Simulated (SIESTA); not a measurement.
Crystal: Mo3Ru3C2.

```
Ru Mo C
1.0
     2.90927    0.00000    0.00000
    -1.45463    2.51950    0.00000
     0.00000    0.00000   13.88332
Ru Mo C
3 3 2
Direct
  0.33333 0.66667 0.34598
  0.00000 0.00000 0.50000
  0.66667 0.33333 0.65402
  0.33333 0.66667 0.81211
  0.00000 0.00000 0.00000
  0.66667 0.33333 0.18789
  0.66667 0.33333 0.90117
  0.33333 0.66667 0.09883
```

The cell comes from a database or a generator and needn't be the stable form of this composition.

```yaml
Program: SIESTA 5.4.2
Task: single point
Functional: PBE
Potentials_or_basis: PseudoDojo 0.4 standard (PBE files)
Basis: DZP (energy shift 0.003 Ry; two zetas on semicore shells)
Grid_cutoff: 800 Ry
Energy_shift: 0.003 Ry
k_mesh: 10 × 10 × 2
Occupations: fermi-dirac, width 0.05 eV
Spin: no spin polarisation
```

On this cell: pressure 1.1 GPa; largest force 0.264 eV/Å; band gap on the k mesh none (metal or under the smearing width).

The same run follows on a disturbed copy (atoms moved at random, drawn with an rms of 0.05 Å):

```xyz
8
Lattice="2.9093 0.0000 0.0000 -1.4546 2.5195 0.0000 0.0000 0.0000 13.8833" Properties=species:S:1:pos:R:3 pbc="T T T"
Ru    0.0118    1.6763    4.8188
Ru    0.0181    0.0342    6.9062
Ru    1.4410    0.8417    9.0602
Mo    0.0340    1.6977   11.2590
Mo   -0.0270    0.0043    0.0279
Mo    1.4044    0.8401    2.6203
C     1.4556    0.7834   12.5193
C     0.0506    1.6509    1.3876
```

Question: What does the disturbed cell give?

Answer: The energy (extrapolated to zero smearing) moves by +14.0 meV/atom; pressure 1.5 GPa; largest force 1.317 eV/Å; band gap on the k mesh none (metal or under the smearing width).

Forces in eV/Å, atoms in the order of the input:
```
Ru  -0.064  0.028 -0.276
Ru  -0.067 -0.082  0.453
Ru   0.068  0.028  0.059
Mo  -0.194 -0.556 -0.085
Mo   0.394 -0.326 -0.522
Mo   0.935 -0.277  0.404
C    0.184  0.815  0.067
C   -1.260  0.371 -0.099
```

Stress tensor (GPa, compression positive):
```
 0.22 -1.06  0.41
-1.06  0.72 -0.15
 0.41 -0.15  3.42
```

Caveats: the basis of atomic orbitals isn't converged, which shifts pressures, moduli and gaps.
